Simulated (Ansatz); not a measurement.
# Mg3Se: a trial structure relaxed

Where does this trial cell of Mg3Se go when cell and atoms are let free, and does the end survive a random kick?

Method: DFT PBE, scalar-relativistic, plane waves, PAW, in Ansatz 0.2.0.

## 1. Starting point

Symmetry: P4/mmm, No. 123, tetragonal system. Conventional cell: a = 4.965 Å, b = 4.965 Å, c = 4.287 Å, α = 90.00°, β = 90.00°, γ = 90.00°. Around Mg (site symmetry mmm) lie 8 Mg at 3.28 to 3.51 Å and 4 Se at 3.28 Å. Mg (site symmetry 4/mmm) has 8 Mg at 3.28 Å and 4 Se at 3.51 Å as nearest neighbours. Around Se (site symmetry 4/mmm) lie 12 Mg at 3.28 to 3.51 Å.

As a file:

```xyz
4
Lattice="4.9646 0.0000 0.0000 0.0000 4.9646 0.0000 0.0000 0.0000 4.2872" Properties=species:S:1:pos:R:3 pbc="T T T"
Mg    0.0000    2.4823    0.0000
Mg    2.4823    0.0000    0.0000
Mg    2.4823    2.4823    2.1436
Se    0.0000    0.0000    2.1436
```

Recipe of the guess: species swapped into a database cell of YMg3 (P4/mmm, No. 123), with Se on the Y sites. Lengths come from tabulated atomic sizes and are only a guess.

## 2. Probe: one point on a coarse mesh

Contents of input.yaml:

```yaml
crystal:
  lattice:
    - [4.96460186, 0.0, 0.0]
    - [0.0, 4.96460186, 0.0]
    - [0.0, 0.0, 4.28716644]
  atoms:
    - { symbol: Mg, position: [0.0, 0.5, 0.0] }
    - { symbol: Mg, position: [0.5, 0.0, 0.0] }
    - { symbol: Mg, position: [0.5, 0.5, 0.5] }
    - { symbol: Se, position: [0.0, 0.0, 0.5] }
basis:
  ecutwfc: 420
kpoints:
  mp_grid: { grid: [4, 4, 4] }
hamiltonian:
  xc: pbe
scf:
  occupations: { method: gaussian, width: 0.1 }
  lower_state_search: "off"
output:
  forces: true
  stress: true
  eigenvalues: true
```

Started as:

```sh
> ansatz run input.yaml --threads 1 --pin off --max-ram 2048MiB --backend cpu --events-out ev --progress --plain --runs-dir out
```

Further runs follow: coarse relaxation; relaxation on the finer mesh; reference for the kick test; random kick, then relaxation.

Q: Predict the outcome of this session. Wanted: conventional cell; volume; energy over the elements; gap on the mesh.

**Answer**, as computed:

```
                              quantity                                                                      value
symmetry at the end (tolerance 0.05 Å)                                                space group Pm-3m (No. 221)
                     conventional cell  a = 4.461 Å, b = 4.461 Å, c = 4.461 Å, α = 90.00°, β = 90.00°, γ = 90.00°
                                volume                                                              22.19 Å³/atom
              energy over the elements                                                              -0.22 eV/atom
                       gap on the mesh                                                               none (metal)
```

**Reading.** The symmetry goes from space group P4/mmm (No. 123) to space group Pm-3m (No. 221) (read at 0.05 Å; 0.001 Å gives P4/mmm (No. 123)), and the volume per atom shrinks by 16.0 % from the first guess. A negative formation energy is needed for stability but isn't enough; other structures and compounds were not set against it here. No finished test with a distortion of lower symmetry is shown, so the end may be a saddle point. Spin polarisation is off in the runs that give these values; a magnetic solution could lie lower.
